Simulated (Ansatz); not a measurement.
# TlIn: strong compression

An exercise on one series of results from a longer session: the logs are not shown, and one member is left open.

Computed with Ansatz 0.2.0 (DFT LDA, with the methods named in each step, unless a step's input says otherwise).

2 further runs of the same task are left out: 2 that didn't finish.

## The structure to begin with

Symmetry: R-3m, No. 166, trigonal system. The conventional cell has a = 3.413 Å, b = 3.413 Å, c = 16.726 Å, α = 90.00°, β = 90.00°, γ = 120.00°. Tl (site symmetry -3m) has 6 Tl at 3.41 Å and 6 In at 3.41 Å as nearest neighbours. Around In (site symmetry -3m) lie 6 In at 3.41 Å and 6 Tl at 3.41 Å.

Structure file:

```xyz
2
Lattice="1.7064 0.9852 5.5754 -1.7064 0.9852 5.5754 0.0000 -1.9704 5.5754" Properties=species:S:1:pos:R:3 pbc="T T T"
Tl    0.0000    0.0000    8.3631
In    0.0000    0.0000    0.0000
```

Whether this phase is the stable one at these pressures isn't tested.

Atoms are numbered in the order of the input: Tl1, In2.

Set-up of the first run:

File input.yaml:

```yaml
crystal:
  lattice:
    - [1.7063952716, 0.9851877694, 5.5754259406]
    - [-1.7063952716, 0.9851877694, 5.5754259406]
    - [0.0, -1.9703755388, 5.5754259406]
  atoms:
    - { symbol: Tl, position: [0.5, 0.5, 0.5] }
    - { symbol: In, position: [0.0, 0.0, 0.0] }
kpoints:
  mp_grid: { grid: [12, 12, 12] }
  band_path:
    path:
      - [0.0, 0.0, 0.0]
      - [0.5, 0.5, 0.5]
      - [0.8125176505, 0.1874823495, 0.5]
      - [0.5, -0.1874823495, 0.1874823495]
      - [0.5, 0.0, 0.0]
      - [0.0, 0.0, 0.0]
      - [0.3437411747, -0.3437411747, 0.0]
      - [0.6562588253, 0.0, 0.3437411747]
      - [0.5, 0.0, 0.5]
    npoints: 14
scf:
  occupations: { method: fermi_dirac, width: 0.05 }
hamiltonian:
  xc: lda
  pseudopotentials: { kind: all_electron, lapw: { basis_error: 0.001 } }
output:
  forces: true
  stress: true
  eigenvalues: true
  populations: true
```

On the command line:

```
ansatz run input.yaml --threads 1 --pin off --max-ram 2048MiB --backend cpu --events-out ev --progress --plain --runs-dir out
```

Among the steps run: The reference volume, LAPW; Volume scaled by 1, norm-conserving; Volume scaled by 0.85, LAPW; Volume scaled by 0.65, LAPW; Volume scaled by 0.4, LAPW; Volume scaled by 0.4, crystal datasets.

One table of the session follows, with a row left open; its other results are not shown here.

| method | volume over the first | volume (Å³/atom) | pressure (GPa) |
| --- | --- | --- | --- |
| LAPW | 1 | 28.119 | -3.08 |
| LAPW | 0.85 | ? | ? |
| LAPW | 0.65 | 18.277 | 40.71 |
| LAPW | 0.4 | 11.248 | 348.07 |
| PAW | 1 | 28.119 | -3.09 |
| PAW | 0.85 | 23.901 | 4.68 |
| PAW | 0.65 | 18.277 | 40.68 |
| PAW | 0.4 | 11.248 | 348.78 |
| crystal datasets | 0.4 | 11.248 | 348.07 |
| norm-conserving | 1 | 28.119 | -3.14 |

Q: Estimate the row for LAPW, 0.85 from the others.

As computed: volume (Å³/atom): 23.901; pressure (GPa): 4.70.

To keep in mind: Rows by PAW come from runs of the same series that aren't printed here. A fit over so wide a range leans to the high pressures, so B₀ can be off by several per cent. Spin-orbit coupling is left out, though the cell holds Tl; in elements this heavy it can shift bands and gaps by tenths of an eV. Warnings in the runs' records: gradients without spin orbit, crystal datasets made.
